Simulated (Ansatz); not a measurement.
# Cl₃GeH₄NSi: up Jacob's ladder to CCSD(T)

One table from this session's results is given with a row withheld; the runs are named, their logs left out.

Method: functionals in def2-TZVPP, the program's frozen cores in correlated methods; program: Ansatz 0.2.0, Gaussian basis.

Plan: PBE-D4, r2SCAN-D4, PBE0-D4, B3LYP-D4, ωB97X-V, ωB97M-V, B2PLYP; CCSD(T)/def2-TZVPP; MP2/def2-QZVPP; extrapolation to the limit.

## The geometry

The geometry comes from an earlier relaxation with PBE0-D4 in a triple-zeta def2 set; it is a stationary point, not always the lowest conformer.

SMILES `[Cl][GeH2][NH][SiH](Cl)Cl`, 10 atoms, charge 0, spin multiplicity 1.

Atoms are counted from 1 here; the program's logs count them from 0.

Bond lengths: Cl1–Ge2 2.158 Å, Ge2–N3 1.831 Å, Ge2–H7 1.525 Å, Ge2–H8 1.531 Å, N3–Si4 1.700 Å, N3–H9 1.011 Å, Si4–Cl5 2.046 Å, Si4–Cl6 2.040 Å, Si4–H10 1.473 Å. Angles: Cl1–Ge2–N3 109.5°, Cl1–Ge2–H7 106.8°, Cl1–Ge2–H8 107.0°, N3–Ge2–H7 110.8°, N3–Ge2–H8 106.9°, H7–Ge2–H8 115.6°, Ge2–N3–Si4 130.0°, Ge2–N3–H9 113.4°, Si4–N3–H9 115.7°, N3–Si4–Cl5 110.2°, N3–Si4–Cl6 107.5°, N3–Si4–H10 114.9°, Cl5–Si4–Cl6 109.9°, Cl5–Si4–H10 106.0°, Cl6–Si4–H10 108.3°.

Set-up of the first run:

in.yaml reads:

```yaml
crystal:
  periodic: [false, false, false]
  atoms:
    - {symbol: Cl, position_ang: [-2.609326, -1.344105, -0.048071]}
    - {symbol: Ge, position_ang: [-0.533404, -1.448485, 0.532463]}
    - {symbol: N, position_ang: [0.163495, 0.242124, 0.620325]}
    - {symbol: Si, position_ang: [0.552494, 1.329144, -0.627210]}
    - {symbol: Cl, position_ang: [2.406475, 2.135795, -0.311257]}
    - {symbol: Cl, position_ang: [0.538546, 0.281686, -2.377863]}
    - {symbol: H, position_ang: [0.181906, -2.274925, -0.530976]}
    - {symbol: H, position_ang: [-0.492665, -2.021007, 1.951759]}
    - {symbol: H, position_ang: [0.161262, 0.629165, 1.554450]}
    - {symbol: H, position_ang: [-0.368792, 2.470608, -0.763610]}
basis:
  gaussian: {orbitals: def2-TZVPP}
hamiltonian: {xc: pbe, dispersion: d4}
output: {forces: true, orbitals: {seedname: orbitals}}
```

Launch:

```console
ansatz run in.yaml --threads 2 --pin off --events-out ev --progress --plain --max-ram 22528MiB --backend cuda --devices 0, --max-vram 18GiB
```

Steps of the session up to this table: PBE-D4 (GGA); r2SCAN-D4 (meta-GGA); PBE0-D4 (hybrid); B3LYP-D4 (hybrid); ωB97X-V (range-separated); ωB97M-V (range-separated); B2PLYP (double hybrid); CCSD(T) in def2-TZVPP; MP2 in def2-QZVPP.

One table of the session follows, with a row left open; its other results are not shown here.

```
            method  atomisation energy (kJ/mol)
            PBE-D4                       3174.0
         r2SCAN-D4                       3161.8
           PBE0-D4                       3138.0
          B3LYP-D4                       3118.0
           ωB97X-V                       3186.2
           ωB97M-V                       3166.4
            B2PLYP                       3088.8
     HF/def2-TZVPP                       2251.6
    MP2/def2-TZVPP                            ?
   CCSD/def2-TZVPP                       3006.0
CCSD(T)/def2-TZVPP                       3063.9
           MP2/CBS                       3239.5
       CCSD(T)/CBS                       3167.0
```

Estimate the missing values for MP2/def2-TZVPP.

As computed: atomisation energy (kJ/mol): 3136.4. In the column «atomisation energy (kJ/mol)» it lies between B3LYP-D4 (3118.0) and PBE0-D4 (3138.0).
